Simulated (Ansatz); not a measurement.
# C2H8FNOSSi: two geometries relaxed

Are the two ends of the inversion of the pyramid at N4 separate minima, and which lies lower? Each is relaxed from a guess. SMILES of the start: CO[Si](N)(F)CS.

Method: RKS BLYP-D4/def2-SVP, in Ansatz 0.2.0.

### 1 The starting structure

Bond lengths: C1–O2 1.400 Å, O2–Si3 1.651 Å, Si3–N4 1.786 Å, Si3–F5 1.624 Å, Si3–C6 1.838 Å, C6–S7 1.813 Å, C1–H8 1.034 Å, C1–H9 1.155 Å, C1–H10 1.108 Å, N4–H11 0.944 Å, N4–H12 0.999 Å, C6–H13 1.138 Å, C6–H14 1.073 Å, S7–H15 1.319 Å. Angles (14 of 23 angles, heavy atoms first): C1–O2–Si3 121.2°, O2–Si3–N4 104.1°, O2–Si3–F5 107.4°, O2–Si3–C6 120.0°, N4–Si3–F5 100.3°, N4–Si3–C6 113.8°, F5–Si3–C6 109.2°, Si3–C6–S7 111.4°, O2–C1–H8 109.7°, O2–C1–H9 109.5°, O2–C1–H10 114.1°, Si3–N4–H11 107.0°, Si3–N4–H12 104.9°, Si3–C6–H13 111.5°.

Structure file:

```xyz
15

C    -0.9007   -1.8338    0.5787
O     0.0034   -1.5405   -0.4493
Si    0.5271    0.0030   -0.7147
N     1.8197    0.2390    0.4956
F     1.4062   -0.0093   -2.0797
C    -0.6837    1.3842   -0.7869
S    -1.3179    1.7956    0.8606
H    -1.0637   -2.8541    0.6193
H    -1.9096   -1.3142    0.3638
H    -0.5982   -1.4473    1.5720
H     2.4429    0.8404    0.1200
H     2.2297   -0.6640    0.6133
H    -1.5697    1.1265   -1.4523
H    -0.2497    2.2832   -1.1813
H    -0.1577    1.9406    1.4702
```

### 2 End point A

input.yaml reads:

```yaml
crystal:
  periodic: [false, false, false]
  atoms:
    - { symbol: C, position_ang: [-0.9007, -1.8338, 0.5787] }
    - { symbol: O, position_ang: [0.0034, -1.5405, -0.4493] }
    - { symbol: Si, position_ang: [0.5271, 0.003, -0.7147] }
    - { symbol: "N", position_ang: [1.8197, 0.239, 0.4956] }
    - { symbol: F, position_ang: [1.4062, -0.0093, -2.0797] }
    - { symbol: C, position_ang: [-0.6837, 1.3842, -0.7869] }
    - { symbol: S, position_ang: [-1.3179, 1.7956, 0.8606] }
    - { symbol: H, position_ang: [-1.0637, -2.8541, 0.6193] }
    - { symbol: H, position_ang: [-1.9096, -1.3142, 0.3638] }
    - { symbol: H, position_ang: [-0.5982, -1.4473, 1.572] }
    - { symbol: H, position_ang: [2.4429, 0.8404, 0.12] }
    - { symbol: H, position_ang: [2.2297, -0.664, 0.6133] }
    - { symbol: H, position_ang: [-1.5697, 1.1265, -1.4523] }
    - { symbol: H, position_ang: [-0.2497, 2.2832, -1.1813] }
    - { symbol: H, position_ang: [-0.1577, 1.9406, 1.4702] }
basis:
  gaussian: { orbitals: def2-SVP }
hamiltonian:
  xc: blyp
  dispersion: d4
relax:
  f_tol: 0.015
  max_steps: 40
```

Command:

```
$ ansatz run input.yaml --threads 2 --pin off --max-ram 3072MiB --backend cpu --events-out ev --progress --plain --runs-dir out
```

Output, shortened:

```text
Warning: RAYON_NUM_THREADS=2 ignored (pool sized by the plan → 2); use --threads N
[...]
Functional definition: BLYP
[...]
1644 factors; their error is unknown
[...]
mean field -27158.98397149 eV, -998.0742519318 hartree, gradient 5.2e-5 eV, S^2 0.000000; 0 other end points of the search recorded, 0 dependent functions left out
[...]
reference -27158.98433030 eV, -998.0742651178 hartree; 37, 37 occupied and 109, 109 virtual orbitals, 1644 factors
relax step   1: F+E_penalty+E_count = -27159.85678266 eV  Δ(F+E_penalty+E_count) = +0.000e0 eV  max|allowed force component| = 4.562e0 eV/Å  Δτ_max = 0.0000 Å  (30 SCF iters, accepted)
[...]
relax step   4: F+E_penalty+E_count = -27160.64424906 eV  Δ(F+E_penalty+E_count) = -2.198e-2 eV  max|allowed force component| = 3.113e-1 eV/Å  Δτ_max = 0.0602 Å  (30 SCF iters, accepted)
[...]
relax step   7: F+E_penalty+E_count = -27160.66968488 eV  Δ(F+E_penalty+E_count) = -8.690e-3 eV  max|allowed force component| = 1.370e-1 eV/Å  Δτ_max = 0.0530 Å  (30 SCF iters, accepted)
[...]
relax step  10: F+E_penalty+E_count = -27160.68065156 eV  Δ(F+E_penalty+E_count) = -3.440e-3 eV  max|allowed force component| = 1.179e-1 eV/Å  Δτ_max = 0.0231 Å  (30 SCF iters, accepted)
[...]
relax step  13: F+E_penalty+E_count = -27160.68472215 eV  Δ(F+E_penalty+E_count) = -5.882e-4 eV  max|allowed force component| = 4.493e-2 eV/Å  Δτ_max = 0.0447 Å  (29 SCF iters, accepted)
[...]
reference -27159.81541386 eV, -998.1048068752 hartree; 37, 37 occupied and 109, 109 virtual orbitals, 1644 factors
Total energy: -27160.68539193 eV, -998.1367779795 hartree
Atom 0 at    -0.898531    -1.857865     0.677659 Å, force     0.001139    -0.000355    -0.008396 eV/Å
Atom 1 at    -0.246924    -1.454148    -0.527886 Å, force     0.003259     0.008372     0.004096 eV/Å
Atom 2 at     0.547928    -0.024403    -0.813740 Å, force    -0.000487    -0.006647     0.001711 eV/Å
Atom 3 at     1.730976     0.234527     0.424625 Å, force    -0.000381     0.002920    -0.005726 eV/Å
Atom 4 at     1.185136    -0.224899    -2.313358 Å, force    -0.001731     0.000855     0.004879 eV/Å
Atom 5 at    -0.556836     1.500572    -0.901134 Å, force     0.000854    -0.000732     0.004484 eV/Å
Atom 6 at    -1.430241     1.862090     0.704807 Å, force     0.001329    -0.000992    -0.003357 eV/Å
Atom 7 at    -1.235148    -2.907073     0.554893 Å, force    -0.000478    -0.001305     0.000062 eV/Å
Atom 8 at    -1.778309    -1.217026     0.897376 Å, force    -0.002723     0.001782     0.001355 eV/Å
Atom 9 at    -0.213336    -1.807050     1.552928 Å, force     0.003126    -0.000514     0.002292 eV/Å
Atom 10 at     2.266906     1.107123     0.437135 Å, force    -0.001569    -0.003235     0.000954 eV/Å
Atom 11 at     2.323211    -0.547513     0.718748 Å, force    -0.000428    -0.000617     0.000680 eV/Å
Atom 12 at    -1.357053     1.321833    -1.646821 Å, force    -0.001748     0.000494    -0.001958 eV/Å
Atom 13 at     0.006053     2.394193    -1.244283 Å, force    -0.000655     0.000066    -0.001118 eV/Å
Atom 14 at    -0.365730     1.568939     1.508350 Å, force     0.000492    -0.000094     0.000043 eV/Å
Dipole moment:     0.298019     0.071815     0.383142 e Å
```

It took 63 s on 2 threads of Intel Xeon Platinum 8259CL at 2.50GHz (Skylake/Cascade Lake), shared host; peak memory 0.25 GiB.

Relaxation path:

```
step  energy from step 1 (eV)  largest force component (eV/Å)
   1                   0.0000                          4.5620
   2                  -0.6652                          1.4179
   3                  -0.7655                          0.4358
   4                  -0.7875                          0.3113
   5                  -0.8042                          0.4313
  6x                  -0.8038                          0.4310
   7                  -0.8129                          0.1370
   8                  -0.8182                          0.0814
   9                  -0.8204                          0.2300
  10                  -0.8239                          0.1179
  11                  -0.8259                          0.0570
  12                  -0.8274                          0.0649
  13                  -0.8279                          0.0449
  14                  -0.8282                          0.0204
  15                  -0.8282                          0.0084
```

Step 1 is the start. 1 step was tried and not accepted (marked x).

After: Bond lengths: C1–O2 1.429 Å, O2–Si3 1.661 Å, Si3–N4 1.732 Å, Si3–F5 1.642 Å, Si3–C6 1.885 Å, C6–S7 1.863 Å, C1–H8 1.109 Å, C1–H9 1.110 Å, C1–H10 1.113 Å, N4–H11 1.024 Å, N4–H12 1.024 Å, C6–H13 1.108 Å, C6–H14 1.110 Å, S7–H15 1.366 Å. Angles (14 of 23 angles, heavy atoms first): C1–O2–Si3 127.4°, O2–Si3–N4 109.4°, O2–Si3–F5 103.8°, O2–Si3–C6 115.1°, N4–Si3–F5 114.0°, N4–Si3–C6 108.2°, F5–Si3–C6 106.5°, Si3–C6–S7 113.1°, O2–C1–H8 108.2°, O2–C1–H9 111.4°, O2–C1–H10 111.7°, Si3–N4–H11 119.6°, Si3–N4–H12 119.1°, Si3–C6–H13 108.9°.

### 3 End point B

The second end starts from a geometry with the move made by hand.

input.yaml: that of step 2 with these lines changed.

```diff
@@ -13,4 +13,4 @@
     - { symbol: H, position_ang: [-0.5982, -1.4473, 1.572] }
-    - { symbol: H, position_ang: [2.4429, 0.8404, 0.12] }
-    - { symbol: H, position_ang: [2.2297, -0.664, 0.6133] }
+    - { symbol: H, position_ang: [1.87538, 1.16645, 0.66254] }
+    - { symbol: H, position_ang: [1.50217, -0.24602, 1.3088] }
     - { symbol: H, position_ang: [-1.5697, 1.1265, -1.4523] }
```

Command:

```
$ ansatz run input.yaml --threads 2 --pin off --max-ram 3072MiB --backend cpu --events-out ev --progress --plain --runs-dir out
```

Output, shortened:

```text
Warning: RAYON_NUM_THREADS=2 ignored (pool sized by the plan → 2); use --threads N
[...]
[... 1 set-up line as earlier in the session ...]
[...]
1644 factors; their error is unknown
[...]
mean field -27158.84416395 eV, -998.0691140994 hartree, gradient 3.4e-5 eV, S^2 0.000000; 0 other end points of the search recorded, 0 dependent functions left out
[...]
reference -27158.84451046 eV, -998.0691268335 hartree; 37, 37 occupied and 109, 109 virtual orbitals, 1644 factors
relax step   1: F+E_penalty+E_count = -27159.72820983 eV  Δ(F+E_penalty+E_count) = +0.000e0 eV  max|allowed force component| = 4.451e0 eV/Å  Δτ_max = 0.0000 Å  (31 SCF iters, accepted)
[...]
relax step   4: F+E_penalty+E_count = -27160.54505622 eV  Δ(F+E_penalty+E_count) = -2.911e-2 eV  max|allowed force component| = 4.378e-1 eV/Å  Δτ_max = 0.0673 Å  (30 SCF iters, accepted)
[...]
relax step   7: F+E_penalty+E_count = -27160.62066511 eV  Δ(F+E_penalty+E_count) = -2.181e-2 eV  max|allowed force component| = 3.476e-1 eV/Å  Δτ_max = 0.0788 Å  (30 SCF iters, accepted)
[...]
relax step  10: F+E_penalty+E_count = -27160.66878743 eV  Δ(F+E_penalty+E_count) = -1.861e-2 eV  max|allowed force component| = 9.452e-2 eV/Å  Δτ_max = 0.0999 Å  (30 SCF iters, accepted)
[...]
relax step  11: F+E_penalty+E_count = -27160.66791090 eV  Δ(F+E_penalty+E_count) = +8.765e-4 eV  max|allowed force component| = 1.816e-1 eV/Å  Δτ_max = 0.1500 Å  (30 SCF iters, rejected (line search))
[...]
relax step  12: F+E_penalty+E_count = -27160.67585231 eV  Δ(F+E_penalty+E_count) = -7.065e-3 eV  max|allowed force component| = 6.667e-2 eV/Å  Δτ_max = 0.0750 Å  (30 SCF iters, accepted)
[...]
1644 factors; their error is unknown
mean field -27159.80921680 eV, -998.1045791374 hartree, gradient 9.3e-6 eV, S^2 0.000000; 0 other end points of the search recorded, 0 dependent functions left out
```

### 4 More of the same log: end point B relaxed

The log, continued, shortened:

```text
[...]
reference -27159.80958046 eV, -998.1045925017 hartree; 37, 37 occupied and 109, 109 virtual orbitals, 1644 factors
relax step  13: F+E_penalty+E_count = -27160.67916515 eV  Δ(F+E_penalty+E_count) = -3.313e-3 eV  max|allowed force component| = 1.613e-1 eV/Å  Δτ_max = 0.0733 Å  (30 SCF iters, accepted)
[...]
relax step  18: F+E_penalty+E_count = -27160.68495585 eV  Δ(F+E_penalty+E_count) = -4.382e-4 eV  max|allowed force component| = 2.965e-2 eV/Å  Δτ_max = 0.0320 Å  (30 SCF iters, accepted)
[...]
relax step  19: F+E_penalty+E_count = -27160.68503652 eV  Δ(F+E_penalty+E_count) = -8.067e-5 eV  max|allowed force component| = 8.087e-3 eV/Å  Δτ_max = 0.0161 Å  (30 SCF iters, accepted)
1644 factors; their error is unknown
[...]
Atom 5 at    -0.620174     1.511956    -0.894300 Å, force     0.004842    -0.000511     0.001541 eV/Å
Atom 6 at    -1.664233     1.850064     0.611007 Å, force    -0.008087     0.003275     0.004498 eV/Å
Atom 7 at    -1.239732    -2.904805     0.552988 Å, force     0.000045     0.002248     0.000737 eV/Å
Atom 8 at    -1.882176    -1.236154     0.822704 Å, force     0.000789    -0.001791    -0.000345 eV/Å
Atom 9 at    -0.365384    -1.756072     1.633237 Å, force    -0.000722    -0.001490    -0.001540 eV/Å
Atom 10 at     2.073304     1.266985     0.728628 Å, force    -0.001134     0.000359    -0.000415 eV/Å
Atom 11 at     2.171611    -0.380072     1.041379 Å, force    -0.000035    -0.000691     0.000042 eV/Å
Atom 12 at    -1.333082     1.285253    -1.712180 Å, force     0.001095    -0.002393     0.000509 eV/Å
Atom 13 at    -0.068862     2.427436    -1.196189 Å, force     0.000586     0.000323     0.001095 eV/Å
Atom 14 at    -0.673358     1.615882     1.521007 Å, force     0.002067     0.000300    -0.000835 eV/Å
Dipole moment:     0.254238     0.089087     0.410643 e Å
```

Run time: 79 s. Hardware: 2 threads of Intel Xeon Platinum 8259CL at 2.50GHz (Skylake/Cascade Lake), shared host; peak memory 0.25 GiB.

Relaxation path:

```
step  energy from step 1 (eV)  largest force component (eV/Å)
   1                   0.0000                          4.4506
   2                  -0.6868                          1.3813
   3                  -0.7877                          0.5630
   4                  -0.8168                          0.4378
   5                  -0.8444                          0.2543
   6                  -0.8706                          0.4496
   7                  -0.8925                          0.3476
  8x                  -0.8774                          1.4312
   9                  -0.9220                          0.2520
  10                  -0.9406                          0.0945
 11x                  -0.9397                          0.1816
  12                  -0.9476                          0.0667
  13                  -0.9510                          0.1613
  14                  -0.9526                          0.1003
  15                  -0.9545                          0.0916
  16                  -0.9556                          0.1008
  17                  -0.9563                          0.0748
  18                  -0.9567                          0.0296
  19                  -0.9568                          0.0081
```

Step 1 is the start. 2 steps were tried and not accepted (marked x).

After: Bond lengths: C1–O2 1.429 Å, O2–Si3 1.661 Å, Si3–N4 1.732 Å, Si3–F5 1.642 Å, Si3–C6 1.885 Å, C6–S7 1.863 Å, C1–H8 1.109 Å, C1–H9 1.111 Å, C1–H10 1.113 Å, N4–H11 1.024 Å, N4–H12 1.024 Å, C6–H13 1.108 Å, C6–H14 1.110 Å, S7–H15 1.366 Å. Angles (14 of 23 angles, heavy atoms first): C1–O2–Si3 127.3°, O2–Si3–N4 109.4°, O2–Si3–F5 103.8°, O2–Si3–C6 115.1°, N4–Si3–F5 114.0°, N4–Si3–C6 108.3°, F5–Si3–C6 106.4°, Si3–C6–S7 113.0°, O2–C1–H8 108.2°, O2–C1–H9 111.4°, O2–C1–H10 111.7°, Si3–N4–H11 119.7°, Si3–N4–H12 119.1°, Si3–C6–H13 108.9°.

### 5 What came out

```
                           quantity                     value
                              end A  13 moves, 0.828 eV lower
                              end B  16 moves, 0.957 eV lower
largest difference between the ends                    0.01 Å
            end B relative to end A                 -0.000 eV
```

**Reading.** The two relaxations end at one structure, within 0.01 Å: no second minimum was found from this start, which doesn't rule one out.
